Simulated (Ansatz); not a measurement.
**Ba4AlAs: one candidate of a structure search**

Where does this trial cell of Ba4AlAs go when cell and atoms are let free?

Method: DFT PBE, scalar-relativistic, plane waves, PAW, in Ansatz 0.2.0.

1 further run of the same task is left out (it didn't finish).

### 1 Starting point

Symmetry: F-43m, No. 216, cubic system. The conventional cell has a = 8.781 Å, b = 8.781 Å, c = 8.781 Å, α = 90.00°, β = 90.00°, γ = 90.00°. Ba (site symmetry 3m) is surrounded by 6 Ba at 3.08 to 3.13 Å and 3 As at 3.64 Å. Around Al (site symmetry -43m) lie 12 Ba at 3.64 Å and 4 As at 3.80 Å. As (site symmetry -43m) has 12 Ba at 3.64 Å and 4 Al at 3.80 Å as nearest neighbours.

Structure file:

```
CELL_PARAMETERS angstrom
0.00000 4.39049 4.39049
4.39049 0.00000 4.39049
4.39049 4.39049 0.00000
ATOMIC_POSITIONS crystal
Ba 0.37592 0.37592 0.87224
Ba 0.87224 0.37592 0.37592
Ba 0.37592 0.37592 0.37592
Ba 0.37592 0.87224 0.37592
Al 0.00000 0.00000 0.00000
As 0.75000 0.75000 0.75000
```

Recipe of the guess: species swapped into a database cell of TmCdCu4 (F-43m, No. 216), with Al on the Tm sites, As on the Cd sites and Ba on the Cu sites. Its size is a rough estimate.

### 2 A first look at the guess

input.yaml reads:

```yaml
crystal:
  lattice:
    - [0.0, 4.39048506, 4.39048506]
    - [4.39048506, 0.0, 4.39048506]
    - [4.39048506, 4.39048506, 0.0]
  atoms:
    - { symbol: Ba, position: [0.37592087, 0.37592087, 0.87223738] }
    - { symbol: Ba, position: [0.87223738, 0.37592087, 0.37592087] }
    - { symbol: Ba, position: [0.37592087, 0.37592087, 0.37592087] }
    - { symbol: Ba, position: [0.37592087, 0.87223738, 0.37592087] }
    - { symbol: Al, position: [0.0, 0.0, 0.0] }
    - { symbol: As, position: [0.75, 0.75, 0.75] }
basis:
  ecutwfc: 420
kpoints:
  mp_grid: { grid: [4, 4, 4] }
hamiltonian:
  xc: pbe
scf:
  occupations: { method: gaussian, width: 0.1 }
  lower_state_search: "off"
output:
  forces: true
  stress: true
  eigenvalues: true
```

The run is started by

```bash
> ansatz run input.yaml --threads 1 --pin off --max-ram 2048MiB --backend cpu --events-out ev --progress --plain --runs-dir out
```

The session goes on with these runs: coarse relaxation; final relaxation.

What does the calculation give? Wanted: conventional cell; volume; energy over the elements; gap on the mesh.

The runs gave:

```
                              quantity                                                                      value
symmetry at the end (tolerance 0.05 Å)                                                space group F-43m (No. 216)
                     conventional cell  a = 9.865 Å, b = 9.865 Å, c = 9.865 Å, α = 90.00°, β = 90.00°, γ = 90.00°
                                volume                                                              40.00 Å³/atom
              energy over the elements                                                              +0.40 eV/atom
                       gap on the mesh                                                               none (metal)
```

In words: The space group F-43m (No. 216) is kept, and the volume per atom grows by 41.8 % from the first guess. The formation energy is positive, so the separate elements lie lower. No finished test with a distortion of lower symmetry is shown, so the end may be a saddle point.
